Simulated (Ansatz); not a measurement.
**Cl₂FHSTi: a ladder of functionals and wavefunction methods**

The task here is to estimate one member of a computed series from the others.

The runs use Ansatz 0.2.0, Gaussian basis; functionals in def2-TZVPP, the program's frozen cores in correlated methods.

Plan: LDA (SPW92), PBE-D4, revPBE-D4, BLYP-D4, r2SCAN-D4, B97M-V, PBE0-D4, B3LYP-D4, r2SCANh-D4, r2SCAN0-D4, HSE06-D4, BHLYP-D4, CAM-B3LYP-D4, LC-ωPBE, ωB97X-V, ωB97M-V, B2PLYP, PBE-QIDH; CCSD(T)/def2-SVP; CCSD(T)/def2-TZVPP; MP2/def2-QZVPP; extrapolation to the limit; RPA on PBE.

### The geometry

All runs share one geometry, relaxed beforehand with PBE0-D4 in a triple-zeta def2 set.

SMILES `[F][Ti]([SH])([Cl])[Cl]`, 6 atoms, charge 0, spin multiplicity 1.

Atoms are counted from 1 here; the program's logs count them from 0.

Bond lengths: F1–Ti2 1.736 Å, Ti2–S3 2.261 Å, Ti2–Cl4 2.171 Å, Ti2–Cl5 2.177 Å, S3–H6 1.349 Å. Angles: F1–Ti2–S3 107.5°, F1–Ti2–Cl4 113.0°, F1–Ti2–Cl5 109.5°, S3–Ti2–Cl4 106.9°, S3–Ti2–Cl5 109.7°, Cl4–Ti2–Cl5 110.0°, Ti2–S3–H6 89.8°.

Coordinates:

```xyz
6

F    -1.5664    0.0559    0.8650
Ti   -0.3168    0.0496   -0.3398
S     1.5901   -0.6407    0.6607
Cl   -0.7115   -1.3324   -1.9663
Cl   -0.0494    2.0632   -1.1223
H     1.0962   -0.2597    1.8565
```

Set-up of the first run:

File in.yaml:

```yaml
crystal:
  periodic: [false, false, false]
  atoms:
    - {symbol: F, position_ang: [-1.566384, 0.055914, 0.864991]}
    - {symbol: Ti, position_ang: [-0.316758, 0.049583, -0.339826]}
    - {symbol: S, position_ang: [1.590144, -0.640680, 0.660734]}
    - {symbol: Cl, position_ang: [-0.711528, -1.332399, -1.966342]}
    - {symbol: Cl, position_ang: [-0.049441, 2.063238, -1.122329]}
    - {symbol: H, position_ang: [1.096166, -0.259655, 1.856473]}
basis:
  gaussian: {orbitals: def2-TZVPP}
hamiltonian: {xc: lda}
output: {orbitals: {seedname: orbitals}}
```

Steps of the session up to this table: LDA; PBE-D4 (GGA); revPBE-D4 (GGA); BLYP-D4 (GGA); r2SCAN-D4 (meta-GGA); B97M-V (meta-GGA); PBE0-D4 (hybrid); B3LYP-D4 (hybrid); r2SCANh-D4 (hybrid); r2SCAN0-D4 (hybrid); HSE06-D4 (hybrid); BHLYP-D4 (hybrid); CAM-B3LYP-D4 (range-separated); LC-ωPBE-D4 (range-separated; the results give it without D4); ωB97X-V (range-separated); ωB97M-V (range-separated); B2PLYP (double hybrid); PBE-QIDH (double hybrid).

One table of the session follows, with a row left open; its other results are not shown here.

It belongs to the step «Frontier levels by functional». 

```
  functional  HOMO (eV)  LUMO (eV)  gap (eV)
 LDA (SPW92)      -7.30      -4.60      2.70
      PBE-D4      -7.14      -4.36      2.78
   revPBE-D4      -7.09      -4.28      2.80
     BLYP-D4      -6.97      -4.23      2.74
   r2SCAN-D4          ?          ?         ?
      B97M-V      -7.51      -4.32      3.19
     PBE0-D4      -8.36      -3.48      4.88
    B3LYP-D4      -8.11      -3.71      4.40
  r2SCANh-D4      -7.90      -3.99      3.91
  r2SCAN0-D4      -8.57      -3.45      5.12
    HSE06-D4      -7.97      -3.86      4.10
    BHLYP-D4      -9.42      -2.42      7.01
CAM-B3LYP-D4      -9.63      -2.41      7.22
     LC-ωPBE     -11.01      -1.39      9.62
     ωB97X-V     -10.64      -1.36      9.28
     ωB97M-V     -10.47      -1.32      9.15
```

Q: Estimate the row for r2SCAN-D4 from the others.

Worked estimate for «HOMO (eV)». Against the share of exact exchange, r2SCANh-D4 (0.1, -7.90), r2SCAN0-D4 (0.25, -8.57) give a slope of -4.47 per unit share; at 0 the line stands at -7.45.

**Answer.** HOMO (eV): -7.45; LUMO (eV): -4.34; gap (eV): 3.11. In «HOMO (eV)» the line misses by 0.00.
